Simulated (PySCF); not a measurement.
# Ti¹⁴⁺: dipole response in even-tempered 17s10p5d5f

Aim: the static polarisability and the C₆ coefficient of Ti¹⁴⁺, method by method.

Program: PySCF 2.14.0. Level of theory: unrestricted determinants in a Gaussian basis, no spin-orbit coupling in the energies. These are calculated values, not measurements, unless marked.

## (1) What is computed

| Quantity | Value |
| --- | --- |
| Element | titanium (Z = 22) |
| Basis | an uncontracted even-tempered set (17 s from 1.8 bohr⁻², ratio 2.5; 10 p from 2.4 bohr⁻², ratio 2.5; 5 d from 14 bohr⁻², ratio 2.7; 5 f from 22 bohr⁻², ratio 2.7) |
| Hamiltonian | scalar relativity by spin-free X2C-1e |
| State 1 | Ti¹⁴⁺: [He] 2s2 2p4, high-spin 3P determinant |
| Methods | UHF, PBE0 |

Outer shells as boxes (Hund's rule):

Ti14+ [He] 2s2 2p4
```
[He] core
2s [↑↓]
2p [↑↓][↑ ][↑ ]
```

The runs were made by one driver on top of PySCF. The scripts below sum up each run's settings (the driver also hands on starting orbitals that pick excited configurations, and frozen orbitals as a list rather than a count), and the logs come from the driver's own runs. The driver starts from symmetry-adapted Hartree-Fock orbitals, holds the occupation by maximum overlap and uses a logarithmic radial grid for functionals, so a plain start would take other cycles.

It was started by

```bash
OMP_NUM_THREADS=1 python atomrun2.py TASK.json OUT
```

The integrals over 107 functions and the set-up took 0.45 s of CPU time.

## (2) Ti¹⁴⁺, method by method

UHF:

input.py

```python
from pyscf import gto, scf, dft, mp, cc
mol = gto.M(atom="Ti 0 0 0", charge=14, spin=2, symmetry="D2h",
            basis=gto.etbs([(0, 17, 1.8, 2.5), (1, 10, 2.4, 2.5), (2, 5, 14, 2.7), (3, 5, 22, 2.7)]),
            nucmod="G")
mf = scf.UHF(mol).sfx2c1e()
mf.irrep_nelec = {'Ag': (2, 2), 'B1u': (1, 0), 'B2u': (1, 1), 'B3u': (1, 0)}
mf.kernel()
```

Output:

```text
damping factor = 0
level_shift factor = 0
DIIS = <class 'pyscf.scf.diis.CDIIS'>
diis_start_cycle = 1
diis_space = 10
diis_damp = 0
SCF conv_tol = 1e-09
SCF conv_tol_grad = None
number electrons alpha = 5  beta = 3
cycle= 1 E= -734.33677311043  delta_E= -0.00572  |g|= 0.0394  |ddm|= 0.0104
cycle= 2 E= -734.33680627245  delta_E= -3.32e-05  |g|= 0.0032  |ddm|= 0.000952
cycle= 3 E= -734.336806508597  delta_E= -2.36e-07  |g|= 2.58e-05  |ddm|= 9.13e-05
cycle= 4 E= -734.33680650861  delta_E= -1.28e-11  |g|= 4.87e-07  |ddm|= 8.71e-07
converged SCF energy = -734.33680650861  <S^2> = 2.0004075  2S+1 = 3.0002716
```

CPU time 24 s on a shared host, the integrals not counted.

The occupied shells:

| shell | electrons | mean orbital energy (eV) | spread (eV) | rms radius (bohr) |
| --- | --- | --- | --- | --- |
| 1s α | 1 | -5561.8 | 0 | 0.0801 |
| 1s β | 1 | -5547.4 | 0 | 0.0801 |
| 2s α | 1 | -1049.5 | 0 | 0.335 |
| 2s β | 1 | -1016.7 | 0 | 0.335 |
| 2p α | 3 | -960.36 | 10.887 | 0.298 |
| 2p β | 1 | -942.85 | 0 | 0.298 |

⟨S²⟩ = 2.000, ⟨L²⟩ = 2.00.

The driver then solved the coupled dipole response at imaginary frequencies: mean α = 0.01550 bohr³ (xx, yy, zz: 0.02016, 0.006159, 0.02016), C₆ = 0.001536 au for a like pair.

PBE0:

input.py differs from the last one in:

```diff
@@ -4,3 +4,3 @@
             nucmod="G")
-mf = scf.UHF(mol).sfx2c1e()
+mf = dft.UKS(mol, xc="PBE0").sfx2c1e()
 mf.irrep_nelec = {'Ag': (2, 2), 'B1u': (1, 0), 'B2u': (1, 1), 'B3u': (1, 0)}
```

Output:

```text
damping factor = 0
level_shift factor = 0
DIIS = <class 'pyscf.scf.diis.CDIIS'>
diis_start_cycle = 1
diis_space = 10
diis_damp = 0
SCF conv_tol = 1e-09
SCF conv_tol_grad = None
number electrons alpha = 5  beta = 3
XC functionals = PBE0
    C. Adamo and V. Barone.,  J. Chem. Phys. 110, 6158 (1999)
    M. Ernzerhof and G. E. Scuseria.,  J. Chem. Phys. 110, 5029 (1999)
cycle= 1 E= -734.460650213961  delta_E= -0.00614  |g|= 0.0172  |ddm|= 0.0165
cycle= 2 E= -734.460655423181  delta_E= -5.21e-06  |g|= 0.000721  |ddm|= 0.000476
cycle= 3 E= -734.460655433567  delta_E= -1.04e-08  |g|= 5e-05  |ddm|= 2.45e-05
cycle= 4 E= -734.460655433616  delta_E= -4.96e-11  |g|= 1.83e-06  |ddm|= 1.98e-06
converged SCF energy = -734.460655433616  <S^2> = 2.000206  2S+1 = 3.0001374
```

It used 30 s of CPU time after the integrals (shared host).

The driver then solved the coupled dipole response at imaginary frequencies: mean α = 0.01536 bohr³ (xx, yy, zz: 0.01994, 0.006213, 0.01994), C₆ = 0.001520 au for a like pair.

Radial density 4πr²ρ of Ti¹⁴⁺ at UHF:

```
r (bohr)  density  spin density
 0.00105    0.126         0.000
 0.00177    0.329         0.000
 0.00298    0.839         0.000
 0.00501     2.07         0.000
 0.00843     4.85         0.001
  0.0142     10.3         0.009
  0.0238     18.5         0.052
  0.0401     25.3         0.286
  0.0675     22.7         1.269
   0.113     15.8         3.980
   0.191     19.9         7.040
   0.321     16.0         4.858
   0.540     2.62         0.708
   0.908   0.0306         0.007
```

## (3) The response side by side

Ti¹⁴⁺, in atomic units:

| method | mean α | C₆ (like pair) | S(−4) |
| --- | --- | --- | --- |
| UHF | 0.01550 | 0.001536 | 0.0009374 |
| PBE0 | 0.01536 | 0.001520 | 0.0009600 |

α(iu) at PBE0:

```csv
u (hartree),α(iu) (bohr³)
0,0.01536
0.900,0.01464
1.80,0.01301
3.60,0.009916
5.40,0.008112
7.20,0.007096
9.00,0.006450
13.5,0.005428
18.0,0.004692
27.0,0.003530
45.0,0.002044
```

## (4) What came out

| quantity | value |
| --- | --- |
| α of Ti¹⁴⁺ | 0.01536 (PBE0) to 0.01550 (UHF) bohr³ |

What this shows: A single London oscillator with the computed α and C₆ of Ti¹⁴⁺ at UHF would have ω = 4 C₆ / (3 α²) = 8.53 hartree. All values hold for this basis alone; no basis-set limit was taken.
